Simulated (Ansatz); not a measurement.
# SnH3Se+: one structure at several levels

An exercise on one series of results from a longer session: the logs are not shown, and one member is left open.

The runs use Ansatz 0.2.0, Gaussian basis; single points in def2-TZVPP.

Correlated methods freeze the cores. Filled d shells of the heavier atoms are correlated. Core potentials replace the inner electrons past krypton, and spin-orbit coupling is left out. B3LYP uses VWN-RPA correlation.

### The system as given

SMILES `[SeH][SnH2+]`, 5 atoms, charge 1, spin multiplicity 1.

Atoms are counted from 1 here; the program's logs count them from 0.

Bond lengths: Se1–Sn2 2.524 Å, Se1–H3 1.325 Å, Sn2–H4 1.661 Å, Sn2–H5 1.711 Å. Angles: Sn2–Se1–H3 98.5°, Se1–Sn2–H4 130.4°, Se1–Sn2–H5 122.4°, H4–Sn2–H5 107.2°.

Geometry (Å):

```
Se    1.1851   -1.4474    0.6768
Sn   -0.0558    0.4206   -0.4814
H     0.4058   -1.5692    1.7412
H    -1.0838    0.3826   -1.7851
H     0.0311    2.0456    0.0463
```

The first run:

Input file run/in.yaml:

```yaml
crystal:
  periodic: [false, false, false]
  atoms:
    - {symbol: Se, position_ang: [1.185100, -1.447400, 0.676800]}
    - {symbol: Sn, position_ang: [-0.055800, 0.420600, -0.481400]}
    - {symbol: H, position_ang: [0.405800, -1.569200, 1.741200]}
    - {symbol: H, position_ang: [-1.083800, 0.382600, -1.785100]}
    - {symbol: H, position_ang: [0.031100, 2.045600, 0.046300]}
basis:
  gaussian: {orbitals: def2-TZVPP}
total_charge: 1
correlation: {method: ccsd_t}
output: {forces: true}
```

The command line of these runs was not kept.

Among the steps run: CCSD(T)/def2-TZVPP; PBE0-D4/def2-TZVPP; wB97M-V/def2-TZVPP; r2SCAN-D4/def2-TZVPP; PBE-D4/def2-TZVPP; B3LYP-D4/def2-TZVPP; BHLYP-D4/def2-TZVPP.

One of the session's tables, all rows but one given; the rest of the session is left out.

| method | RMS force component (eV/Å) | angle to CCSD(T) forces (°) |
| --- | --- | --- |
| CCSD(T) | 1.745 | reference |
| PBE0-D4 | 1.812 | 2.2 |
| wB97M-V | 1.762 | 0.7 |
| r2SCAN-D4 | ? | ? |
| PBE-D4 | 1.890 | 5.2 |
| B3LYP-D4 | 1.800 | 4.1 |
| BHLYP-D4 | 1.720 | 1.0 |

Estimate the missing values for r2SCAN-D4.

**Answer.** RMS force component (eV/Å): 1.792; angle to CCSD(T) forces (°): 2.3. In the column «RMS force component (eV/Å)» it lies between wB97M-V (1.762) and B3LYP-D4 (1.800).
